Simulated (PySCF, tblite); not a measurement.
# C3H8OSSi: geometry, infrared bands and NMR shifts

Wanted: the infrared bands and NMR shifts of C3H8OSSi (`C=C(C)S[SiH2]O`), by calculation.

Computed with tblite 0.8.0 and PySCF 2.14.0, with density-fitted response routines of our own, on a single molecule in the gas phase. Atoms are numbered from 0 throughout.

### 1 The molecule as given

14 atoms, charge 0, multiplicity 1; geometry from: force field or distance geometry start.

Bonds of the start (Å): C0–C1 1.31, C1–C2 1.49, C1–S3 1.79, S3–Si4 2.14, Si4–O5 1.70, C0–H6 1.11, C0–H7 1.08, C2–H8 1.11, C2–H9 1.11, C2–H10 1.10, Si4–H11 1.50, Si4–H12 1.45, O5–H13 0.98.

### 2 Relaxing the molecule with GFN2-xTB

Job settings and geometry (Å):

```
{"job": {"kind": "relax", "xc": "GFN2-xTB", "basis": "xTB"}, "charge": 0, "multiplicity": 1}
C     -2.211200    -1.108200     0.156900
C     -1.065600    -0.506200    -0.014700
C     -0.918900     0.953700     0.255800
S      0.355800    -1.462900    -0.545000
Si     1.950300    -0.033500    -0.630700
O      3.115900    -0.293100     0.573000
H     -3.067700    -0.482100     0.481200
H     -2.319800    -2.165800    -0.022300
H     -1.897300     1.266400     0.687300
H     -0.708400     1.500200    -0.683100
H     -0.093100     1.112100     0.972400
H      2.598300    -0.295800    -1.953100
H      1.387200     1.301000    -0.681700
H      2.873600     0.213600     1.382000
```

Run with:

```sh
$ OMP_NUM_THREADS=1 python probes_run.py task.json out
```

This one command runs all jobs of the session in turn.

**Question.** This job is followed by: GFN2-xTB harmonic vibrations, gas phase; GIAO PBE0/pcSseg-1 NMR shielding, non-relativistic, gas phase. Predict these results of the whole session: strongest single infrared mode (GFN2-xTB); zero-point energy (GFN2-xTB); ¹³C shifts against TMS (PBE0/pcSseg-1); ¹H shifts against TMS (PBE0/pcSseg-1, means over atoms taken as alike); ³³S shifts against CS2 (PBE0/pcSseg-1); ²⁹Si shifts against TMS (PBE0/pcSseg-1); ¹⁷O shifts against H2O (PBE0/pcSseg-1).

The runs gave:

```
                                                              quantity                             value
                             strongest single infrared mode (GFN2-xTB)              793 cm⁻¹, 340 km/mol
                                          zero-point energy (GFN2-xTB)                     63.2 kcal/mol
                                ¹³C shifts against TMS (PBE0/pcSseg-1)            147.9, 127.3, 29.1 ppm
¹H shifts against TMS (PBE0/pcSseg-1, means over atoms taken as alike)  5.69, 5.68, 5.31, 2.27, 1.47 ppm
                                ³³S shifts against CS2 (PBE0/pcSseg-1)                           -15 ppm
                               ²⁹Si shifts against TMS (PBE0/pcSseg-1)                         -20.8 ppm
                                ¹⁷O shifts against H2O (PBE0/pcSseg-1)                          28.3 ppm
```

**Reading.** The optimisation took 200 steps and gained 0.557 eV; among the close pairs (by a distance rule), Si4–O5 changed most, from 1.696 to 1.620 Å. No mode is imaginary among the 36: a minimum at this level. The strongest single mode, at 793 cm⁻¹, moves mainly H13. GFN2-xTB is a fitted tight-binding method: band positions and strengths are rough. Its intensities can rank the bands wrongly. The most deshielded carbon is C1 (fully substituted alkene carbon), at 147.9 ppm: an sp2 carbon of a C=C bond. At PBE0/pcSseg-1: Shielding is most anisotropic at S3 (span 368 ppm, paramagnetic term -542 ppm).
